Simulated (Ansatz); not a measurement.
**Al (sc type): how the settings move a relaxation**

How sensitive is a relaxation of Al (sc type) to its settings? A reference run comes first, then one run with altered input.

Method: reference: DFT, PBEsol, PAW with Ansatz's default frozen-core files, scalar-relativistic, in Ansatz 0.2.0.

1 further run of the same task is left out (set aside as unsound or not needed). Runs told in other sessions of the task aren't counted.

## (1) Starting point

Symmetry: Pm-3m, No. 221, cubic system. Conventional cell: a = 2.595 Å, b = 2.595 Å, c = 2.595 Å, α = 90.00°, β = 90.00°, γ = 90.00°. Al (site symmetry m-3m) has 6 Al at 2.59 Å in its first shell of neighbours.

Structure file:

```
CELL_PARAMETERS angstrom
2.59482 0.00000 0.00000
0.00000 2.59482 0.00000
0.00000 0.00000 2.59482
ATOMIC_POSITIONS crystal
Al 0.00000 0.00000 0.00000
```

## (2) The reference run

Contents of input.yaml:

```yaml
crystal:
  lattice:
    - [2.5948200617, 0.0, 0.0]
    - [0.0, 2.5948200617, 0.0]
    - [0.0, 0.0, 2.5948200617]
  atoms:
    - { symbol: Al, position: [0.0, 0.0, 0.0] }
kpoints:
  mp_grid: { grid: [16, 16, 16] }
scf:
  occupations: { method: fermi_dirac, width: 0.08 }
hamiltonian:
  xc: pbesol
  pseudopotentials: { kind: paw }
output:
  forces: true
  stress: true
relax:
  f_tol: 0.005
  max_steps: 40
  cell: {}
```

Run with:

```bash
ansatz run input.yaml --threads 1 --pin off --max-ram 2048MiB --backend cpu --events-out ev --progress --plain --runs-dir out
```

## (3) Changed: occupations.width 0.01, f_tol 0.05, max_displacement 0.05

Changes to input.yaml since step 2:

```diff
@@ -10,3 +10,3 @@
 scf:
-  occupations: { method: fermi_dirac, width: 0.08 }
+  occupations: { method: fermi_dirac, width: 0.01 }
 hamiltonian:
@@ -18,4 +18,5 @@
 relax:
-  f_tol: 0.005
+  f_tol: 0.05
   max_steps: 40
   cell: {}
+  max_displacement: 0.05
```

What does the calculation give? Wanted: for each run, ending; energy change; pressure; gap; force.

The runs gave:

```
                                                         run     ending        energy change  pressure (GPa)  gap (eV)  force (eV/Å)  cycles   time
                                                   reference  converged                    0             0.0      0.00          0.00      26  7.9 s
1: occupations.width 0.01, f_tol 0.05, max_displacement 0.05  converged  -0.6 meV/atom (σ→0)             0.0      0.00          0.00      27  8.3 s
```

**Reading.** Changing the smearing, convergence setting and walk settings moves the energy by -0.6 meV/atom (σ→0 values).
